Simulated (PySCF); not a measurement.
# What single edits do to a PySCF run on SiSn (triplet)

What does each single edit do to the base result for SiSn (triplet)?

Method: method and basis as typed in the scripts; program: PySCF 2.14.0.

5 further runs of the same task are left out: 5 that didn't finish.

### Step 1. The system as given

SiSn (triplet): 2 atoms, charge 0, spin multiplicity 3.

Bond lengths: Si1–Sn2 2.342 Å.

### Step 2. Base script

The input, input.py:

```python
from pyscf import gto, scf, tdscf

mol = gto.M(
    atom='Si 0 0 0; Sn 0 0 2.342',
    basis='x2c-svpall',
    charge=0,
    spin=2,
    verbose=4,
)
mf = scf.UHF(mol)
mf = mf.sfx2c1e()
mf = mf.newton()
mf.kernel()
td = tdscf.TDHF(mf)
td.nstates = 4
td.kernel()
td.analyze()
mf.dip_moment()
print('orbital energies (hartree):', [e[max(0, n-3):n+3].round(4) for e, n in zip(mf.mo_energy, mol.nelec)])
```

Started as:

```sh
python input.py
```

Its log is not repeated here.

It gives: E(SCF) = -6462.591493 Eh, 3 macro-iterations, ⟨S²⟩ = 2.530, μ = 0.73 D, excitations 0.63, 2.24, 2.31, 2.39 eV.

⟨S²⟩ = 2.53 against 2.00 for a pure state: the determinant is spin-contaminated. The bond length is a typed value, not an optimised one. The triplet is typed in the script; nothing here shows that it is the ground state.

### Step 3. Damping 0.95

Run 1 changes damping: none → 0.95.

The input, input.py:

```python
from pyscf import gto, scf, tdscf

mol = gto.M(
    atom='Si 0 0 0; Sn 0 0 2.342',
    basis='x2c-svpall',
    charge=0,
    spin=2,
    verbose=4,
)
mf = scf.UHF(mol)
mf = mf.sfx2c1e()
mf.damp = 0.95
mf.diis_start_cycle = 8
mf = mf.newton()
mf.kernel()
td = tdscf.TDHF(mf)
td.nstates = 4
td.kernel()
td.analyze()
mf.dip_moment()
print('orbital energies (hartree):', [e[max(0, n-3):n+3].round(4) for e, n in zip(mf.mo_energy, mol.nelec)])
```

Started as:

```sh
python input.py
```

What does the calculation give? Wanted: for each run, E(SCF); from base; gap, α spin; SCF dipole; after the SCF.

As calculated:

| run | E(SCF) (hartree) | from base (eV) | cycles | gap, α spin (eV) | SCF dipole (D) | after the SCF |
| --- | --- | --- | --- | --- | --- | --- |
| base | -6462.591493 | 0 | 3 macro | 8.45 | 0.73 | lowest root found 0.63 eV |
| damping 0.95 | -6462.591493 | 0.0000 | 3 macro | 8.45 | 0.73 | lowest root found 0.63 eV |

Distance from each run's final energy (log10 hartree) by cycle:

| run | cycle 1 | cycle 2 | cycle 3 | cycle 5 | cycle 8 | cycle 12 |
| --- | --- | --- | --- | --- | --- | --- |
| base | -3.0 | < -11 | < -11 | done | done | done |
| damping 0.95 | -3.0 | < -11 | < -11 | done | done | done |

**Reading.** The SCF energy stays the same, to the digits that matter, with damping 0.95. The cycles with damping 0.95 repeat those of the base digit for digit, so the setting never acted.
